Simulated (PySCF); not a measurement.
# C2H8BFS (SMILES C[S+](C)[BH2-]F): levels of theory compared

Aim: a comparison of 4 runs (HF/pcseg-1, B2PLYP/6-31G**, PBE0/def2-SVP, B3LYP/def2-TZVP) of C2H8BFS. The job is set up through a Python script.

The calculation is run with PySCF 2.14.0.

## (1) The structure to begin with

C2H8BFS: 13 atoms, total charge 0, spin state singlet. SMILES: `C[S+](C)[BH2-]F`. Geometry: relaxed at GFN2-xTB. This is one conformer, not always the lowest.

Bond lengths: C1–S2 1.816 Å, S2–C3 1.818 Å, S2–B4 2.092 Å, B4–F5 1.363 Å, C1–H6 1.085 Å, C1–H7 1.085 Å, C1–H8 1.085 Å, C3–H9 1.086 Å, C3–H10 1.085 Å, C3–H11 1.086 Å, B4–H12 1.189 Å, B4–H13 1.184 Å. Some angles: C1–S2–C3 99.2°, C1–S2–B4 97.7°, C3–S2–B4 100.7°, S2–B4–F5 102.6°, S2–C1–H6 109.4°, S2–C1–H7 106.6°, S2–C1–H8 109.5°, S2–C3–H9 109.7°, S2–C3–H10 107.1°, S2–C3–H11 109.1°.

## (2) Energy and gradient at HF/pcseg-1 (run 1)

input.py

```python
import pyscf.grad
from pyscf import gto, scf

mol = gto.M(
    atom=[
    ('C', (-1.397810, -0.565670, -0.527380)),
    ('S', (0.243610, 0.115190, -0.900330)),
    ('C', (1.268540, -1.083230, 0.003810)),
    ('B', (0.206900, 1.700620, 0.464010)),
    ('F', (-0.882110, 2.413460, 0.060560)),
    ('H', (-1.516560, -1.518120, -1.033730)),
    ('H', (-2.122910, 0.152010, -0.897800)),
    ('H', (-1.509170, -0.674870, 0.546630)),
    ('H', (1.032820, -1.039870, 1.063020)),
    ('H', (2.304130, -0.800610, -0.153330)),
    ('H', (1.089230, -2.076590, -0.395800)),
    ('H', (0.042370, 1.133070, 1.496230)),
    ('H', (1.240950, 2.244600, 0.274100)),
],
    verbose=4,
    basis='pcseg-1',
    max_memory=1860,
)

mf = scf.RHF(mol)
mf.conv_tol = 1e-10
mf.kernel()
if not mf.converged:
    mf = mf.newton().run(mf.mo_coeff, mf.mo_occ)

etot = mf.e_tot
print('E = %.10f Eh' % etot)
grad = mf.Gradients().kernel()
mf.analyze()
```

Started as:

```bash
$ OMP_NUM_THREADS=1 python input.py
```

Output:

```text
PySCF version 2.14.0

[... 94 lines left out ...]
MO #4   energy= -11.271960282319   occ= 2
[... 10 lines left out ...]
MO #15  energy= -0.658095123020674 occ= 2
[... 10 lines left out ...]
MO #26  energy= 0.133756407668594  occ= 0
[... 10 lines left out ...]
MO #37  energy= 0.340899255085129  occ= 0
[... 10 lines left out ...]
MO #48  energy= 0.737729092885843  occ= 0
[... 10 lines left out ...]
MO #59  energy= 0.947323499171595  occ= 0
[... 10 lines left out ...]
MO #70  energy= 1.62795534882589   occ= 0
[... 10 lines left out ...]
MO #81  energy= 2.1876589909437    occ= 0
[... 10 lines left out ...]
MO #92  energy= 2.49443907019595   occ= 0
[... 10 lines left out ...]
MO #103 energy= 2.98478435921812   occ= 0
[... 10 lines left out ...]
MO #114 energy= 3.85276068868858   occ= 0
[... 91 lines left out ...]
pop of  8 H 1s            0.87723
pop of  8 H 2s            0.01145
pop of  8 H 2px           0.00010
pop of  8 H 2py           0.00005
pop of  8 H 2pz           0.00177
pop of  9 H 1s            0.86958
pop of  9 H 2s            0.01197
pop of  9 H 2px           0.00167
pop of  9 H 2py           0.00011
pop of  9 H 2pz           0.00005
pop of  10 H 1s           0.88131
pop of  10 H 2s           0.01142
pop of  10 H 2px          0.00007
pop of  10 H 2py          0.00153
pop of  10 H 2pz          0.00024
pop of  11 H 1s           1.07767
pop of  11 H 2s           0.00382
pop of  11 H 2px          0.00015
pop of  11 H 2py          0.00027
pop of  11 H 2pz          0.00161
pop of  12 H 1s           1.06137
pop of  12 H 2s           0.00425
pop of  12 H 2px          0.00137
pop of  12 H 2py          0.00065
pop of  12 H 2pz          0.00007
 ** Mulliken atomic charges  **
charge of    0C =     -0.29644
charge of    1S =      0.36362
charge of    2C =     -0.29824
charge of    3B =      0.14759
charge of    4F =     -0.43171
charge of    5H =      0.10239
charge of    6H =      0.12514
charge of    7H =      0.10745
charge of    8H =      0.10941
charge of    9H =      0.11660
charge of   10H =      0.10542
charge of   11H =     -0.08352
charge of   12H =     -0.06772
Dipole moment(X, Y, Z, Debye):  0.44428, -5.10269, -0.75074
```

It took 14 s on 1 thread of Arm Neoverse V2, shared host; peak memory 0.28 GiB.

## (3) A single-point energy at B2PLYP/6-31G(d,p) (spherical functions) (run 2)

mol.xyz

```xyz
13

C     -1.397810    -0.565670    -0.527380
S      0.243610     0.115190    -0.900330
C      1.268540    -1.083230     0.003810
B      0.206900     1.700620     0.464010
F     -0.882110     2.413460     0.060560
H     -1.516560    -1.518120    -1.033730
H     -2.122910     0.152010    -0.897800
H     -1.509170    -0.674870     0.546630
H      1.032820    -1.039870     1.063020
H      2.304130    -0.800610    -0.153330
H      1.089230    -2.076590    -0.395800
H      0.042370     1.133070     1.496230
H      1.240950     2.244600     0.274100
```

job.py

```python
from pyscf import gto, dft, mp

molecule = gto.Mole()
molecule.atom = 'mol.xyz'
molecule.max_memory = 1860
molecule.basis = '6-31g**'
molecule.verbose = 4
molecule.build()

mf = dft.RKS(molecule, xc='0.53*HF + 0.47*B88, 0.73*LYP')
mf.conv_tol = 1e-10
mf.grids.level = 5
mf.kernel()
if not mf.converged:
    mf = mf.newton().run(mf.mo_coeff, mf.mo_occ)

pt = mp.MP2(mf, frozen=9).run()
energy = mf.e_tot + 0.27 * pt.e_corr
print('PT2 part  %.8f' % (0.27 * pt.e_corr))
print('E = %.10f Eh' % energy)
mf.analyze()
```

Started as:

```bash
$ OMP_NUM_THREADS=1 python job.py
```

Output:

```text
PySCF version 2.14.0

[... 106 lines left out ...]
MO #4   energy= -10.6661857666793  occ= 2
[... 10 lines left out ...]
MO #15  energy= -0.543899165631474 occ= 2
[... 10 lines left out ...]
MO #26  energy= 0.0728600130605197 occ= 0
[... 10 lines left out ...]
MO #37  energy= 0.329102170729783  occ= 0
[... 10 lines left out ...]
MO #48  energy= 0.707484923003225  occ= 0
[... 10 lines left out ...]
MO #59  energy= 1.01140274388608   occ= 0
[... 10 lines left out ...]
MO #70  energy= 1.52997381605615   occ= 0
[... 10 lines left out ...]
MO #81  energy= 2.11884173166972   occ= 0
[... 10 lines left out ...]
MO #92  energy= 2.45558405419536   occ= 0
[... 10 lines left out ...]
MO #103 energy= 2.93694602349055   occ= 0
[... 10 lines left out ...]
MO #114 energy= 3.56875807322948   occ= 0
[... 91 lines left out ...]
pop of  8 H 1s            0.86164
pop of  8 H 2s            0.00867
pop of  8 H 2px           0.00004
pop of  8 H 2py           0.00003
pop of  8 H 2pz           0.00091
pop of  9 H 1s            0.85610
pop of  9 H 2s            0.00822
pop of  9 H 2px           0.00088
pop of  9 H 2py           0.00005
pop of  9 H 2pz           0.00001
pop of  10 H 1s           0.86874
pop of  10 H 2s           0.00782
pop of  10 H 2px          0.00003
pop of  10 H 2py          0.00080
pop of  10 H 2pz          0.00012
pop of  11 H 1s           1.05553
pop of  11 H 2s           0.00301
pop of  11 H 2px          0.00018
pop of  11 H 2py          0.00020
pop of  11 H 2pz          0.00114
pop of  12 H 1s           1.04004
pop of  12 H 2s           0.00324
pop of  12 H 2px          0.00098
pop of  12 H 2py          0.00054
pop of  12 H 2pz          0.00007
 ** Mulliken atomic charges  **
charge of    0C =     -0.36706
charge of    1S =      0.40962
charge of    2C =     -0.36767
charge of    3B =      0.02818
charge of    4F =     -0.37297
charge of    5H =      0.11980
charge of    6H =      0.14202
charge of    7H =      0.12702
charge of    8H =      0.12871
charge of    9H =      0.13474
charge of   10H =      0.12249
charge of   11H =     -0.06005
charge of   12H =     -0.04486
Dipole moment(X, Y, Z, Debye):  0.23872, -4.84378, -0.81518
```

Run time: 36 s. Hardware: 1 thread of Arm Neoverse V2, shared host; peak memory 0.62 GiB.

## (4) Energy and forces at PBE0/def2-SVP (run 3)

input.xyz

```xyz
13
C2H8BFS
C     -1.397810    -0.565670    -0.527380
S      0.243610     0.115190    -0.900330
C      1.268540    -1.083230     0.003810
B      0.206900     1.700620     0.464010
F     -0.882110     2.413460     0.060560
H     -1.516560    -1.518120    -1.033730
H     -2.122910     0.152010    -0.897800
H     -1.509170    -0.674870     0.546630
H      1.032820    -1.039870     1.063020
H      2.304130    -0.800610    -0.153330
H      1.089230    -2.076590    -0.395800
H      0.042370     1.133070     1.496230
H      1.240950     2.244600     0.274100
```

calc.py

```python
# C[S+](C)[BH2-]F
import pyscf.grad
from pyscf import gto, dft

mol = gto.M(
    atom='input.xyz',
    basis='def2-svp',
    max_memory=1860,
    verbose=3,
)

myscf = dft.RKS(mol)
myscf.xc = 'pbe0'
myscf.grids.level = 5
myscf.conv_tol = 1e-10
myscf.kernel()
if not myscf.converged:
    myscf = myscf.newton().run(myscf.mo_coeff, myscf.mo_occ)

e_final = myscf.e_tot
print(f'total energy: {e_final:.8f} hartree')
grad = myscf.Gradients().kernel()
myscf.analyze()
```

Started as:

```bash
$ OMP_NUM_THREADS=1 python calc.py
```

Output:

```text
converged SCF energy = -603.295667148491
[... 13 lines left out ...]
MO #4   energy= -10.2810776897422  occ= 2
[... 9 lines left out ...]
MO #14  energy= -0.530753375750314 occ= 2
[... 9 lines left out ...]
MO #24  energy= -0.286796264689443 occ= 2
[... 9 lines left out ...]
MO #34  energy= 0.149091468812166  occ= 0
[... 9 lines left out ...]
MO #44  energy= 0.472351037350696  occ= 0
[... 9 lines left out ...]
MO #54  energy= 0.680886859419584  occ= 0
[... 9 lines left out ...]
MO #64  energy= 0.988183118513611  occ= 0
[... 9 lines left out ...]
MO #74  energy= 1.38741286290474   occ= 0
[... 9 lines left out ...]
MO #84  energy= 1.75545965566837   occ= 0
[... 9 lines left out ...]
MO #94  energy= 2.00030829276899   occ= 0
[... 9 lines left out ...]
MO #104 energy= 2.70060205037242   occ= 0
[... 9 lines left out ...]
MO #114 energy= 3.80785712797842   occ= 0
[... 14 lines left out ...]
Dipole moment(X, Y, Z, Debye):  0.22342, -4.91317, -0.96979
```

Wall time 53 s (1 thread of Arm Neoverse V2, shared host); peak memory 1.2 GiB.

## (5) Energy and forces at B3LYP/def2-TZVP (run 4)

run.py

```python
from pyscf import gto, dft

mol = gto.M(
    atom='''
C     -2.641478    -1.068961    -0.996604
S      0.460356     0.217678    -1.701377
C      2.397193    -2.047008     0.007200
B      0.390984     3.213706     0.876852
F     -1.666946     4.560778     0.114442
H     -2.865883    -2.868831    -1.953467
H     -4.011718     0.287257    -1.696596
H     -2.851918    -1.275319     1.032981
H      1.951747    -1.965070     2.008817
H      4.354175    -1.512934    -0.289752
H      2.058346    -3.924186    -0.747954
H      0.080068     2.141192     2.827465
H      2.345056     4.241679     0.517974
''',
    charge=0,
    max_memory=1860,
    basis='def2-tzvp',
    unit='bohr',
    spin=0,
    verbose=3,
)

mf = dft.RKS(mol)
mf.xc = 'b3lyp'
mf.conv_tol = 1e-10
mf.grids.level = 5
mf.kernel()
if not mf.converged:
    mf = mf.newton().run(mf.mo_coeff, mf.mo_occ)

etot = mf.e_tot
print('E = %.10f Eh' % etot)
grad = mf.nuc_grad_method().kernel()
mf.analyze()
```

Started as:

```bash
$ OMP_NUM_THREADS=1 python run.py
```

Output:

```text
converged SCF energy = -604.079759553136
[... 20 lines left out ...]
MO #11  energy= -0.844644274989641 occ= 2
[... 17 lines left out ...]
MO #29  energy= 0.0582313705165295 occ= 0
[... 17 lines left out ...]
MO #47  energy= 0.303674711285083  occ= 0
[... 17 lines left out ...]
MO #65  energy= 0.612859640580969  occ= 0
[... 17 lines left out ...]
MO #83  energy= 0.973906007044003  occ= 0
[... 17 lines left out ...]
MO #101 energy= 1.58723432253564   occ= 0
[... 17 lines left out ...]
MO #119 energy= 1.93526775376787   occ= 0
[... 17 lines left out ...]
MO #137 energy= 2.41411399711755   occ= 0
[... 17 lines left out ...]
MO #155 energy= 2.90955839055279   occ= 0
[... 17 lines left out ...]
MO #173 energy= 3.51947202549701   occ= 0
[... 17 lines left out ...]
MO #191 energy= 6.91988935999969   occ= 0
[... 17 lines left out ...]
MO #209 energy= 57.0981131649472   occ= 0
[... 14 lines left out ...]
Dipole moment(X, Y, Z, Debye):  0.30671, -4.82595, -0.91865
```

Run time: 4 min. Hardware: 1 thread of Arm Neoverse V2, shared host; peak memory 1.7 GiB.

## (6) The series

```csv
run,level,task,frozen core orbitals,energy (Eh),dipole moment (D),HOMO energy (eV),LUMO energy (eV),wall time
1,HF/pcseg-1,gradient,–,-601.988540,5.18,-10.93,3.64,14 s
2,B2PLYP/6-31G** (spherical functions),energy,9,-603.574156,4.92,-8.79,1.98,36 s
3,PBE0/def2-SVP,gradient,–,-603.295667,5.01,-7.59,0.49,53 s
4,B3LYP/def2-TZVP,gradient,–,-604.079760,4.92,-7.55,-0.21,4 min
```

## (7) What came out

| quantity | value |
| --- | --- |
| run 4: total energy | -604.07976 Eh |
| run 4: dipole moment | 4.92 D |
| run 4: HOMO energy | -7.55 eV |
| run 4: LUMO energy | -0.21 eV |
| run 4: HOMO–LUMO gap | 7.35 eV |
| run 4: largest force on an atom | 1.002 eV/Å |

In words: The dipole moment (its size) runs from 4.92 D (B2PLYP/6-31G**) to 5.18 D (HF/pcseg-1). The two ends differ in method and basis. A double hybrid's value is that of its SCF part. The HOMO–LUMO gap runs from 7.35 eV (B3LYP/def2-TZVP) to 14.57 eV (HF/pcseg-1). Totals of different functionals can't be ranked against each other. All runs together took 5.7 min, the longest 4 min.
